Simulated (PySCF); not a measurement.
# C4H12GaSi−: geometry, electronic excitations

Wanted: the electronic excitations of C4H12GaSi− (`C=C[Si@@H](C)[CH2][GaH3-]`), by calculation.

Computed with PySCF 2.14.0, with density-fitted response routines of our own, on a single molecule in the gas phase. Atoms count from 0, in the outputs and in this text.

**1. The starting structure**

18 atoms, charge -1, multiplicity 1; geometry from: UFF.

Bonds of the start (Å): C0–C1 1.33, C1–Si2 1.85, Si2–C3 1.87, Si2–C4 1.87, C4–Ga5 2.00, C0–H6 1.08, C0–H7 1.09, C1–H8 1.08, Si2–H9 1.47, C3–H10 1.11, C3–H11 1.11, C3–H12 1.11, C4–H13 1.11, C4–H14 1.11, Ga5–H15 1.61, Ga5–H16 1.61, Ga5–H17 1.61.

**2. Relaxing the molecule at PBE0-D3(BJ)/def2-SVP**

The job: settings as JSON, then the geometry in Å.

```
{"job": {"xc": "PBE0", "basis": "def2-SVP", "d3": "d3bj", "grid": 1, "kind": "geom"}, "charge": -1, "multiplicity": 1}
C     -1.057973    -0.806339     1.939670
C     -0.806058    -1.284172     0.720760
Si    -0.501499    -0.152260    -0.708924
C     -2.008490     0.911399    -0.996230
C      0.971450     0.943238    -0.360126
Ga     2.610350    -0.177011    -0.127467
H     -1.230160    -1.489637     2.764676
H     -1.093646     0.262630     2.126426
H     -0.771366    -2.356133     0.556984
H     -0.239071    -0.951798    -1.914480
H     -2.205256     1.526328    -0.094122
H     -1.829773     1.577017    -1.865400
H     -2.884816     0.262759    -1.200560
H      1.122162     1.638240    -1.211351
H      0.788335     1.527691     0.564727
H      2.811847    -1.102862    -1.429286
H      3.890520     0.780680     0.061571
H      2.433444    -1.109771     1.173133
```

Command:

```console
OMP_NUM_THREADS=1 python probes_run.py task.json out
```

This one command runs all jobs of the session in turn.

**Question.** This job is followed by: TDDFT PBE0/aug-cc-pVDZ, vertical, gas phase, core orbitals frozen in the response. Predict these results of the whole session: point group; rotational constants (main isotopes); lowest singlet (PBE0/aug-cc-pVDZ); lowest triplet.

**Answer**, as computed:

| quantity | value |
| --- | --- |
| point group | C1 |
| rotational constants (main isotopes) | 3.21, 0.80, 0.67 GHz |
| lowest singlet (PBE0/aug-cc-pVDZ) | 4.29 eV (289 nm), f = 0.053 |
| lowest triplet | 4.15 eV |

Over 17 steps the energy fell by 0.315 eV; of the close pairs, C4–Ga5 changed most, 1.999 to 2.071 Å. No frequency check was run at this level, so the end point may be a saddle. The lowest singlet, at 4.29 eV, is HOMO→LUMO 0.78, HOMO−1→LUMO 0.12 and is bright. The lowest triplet lies 0.14 eV below the lowest singlet (triplets in Tamm-Dancoff, singlets in full TDDFT). The lowest singlet lies above −ε(HOMO); no detachment energy was computed, so the anion's states may not be bound.
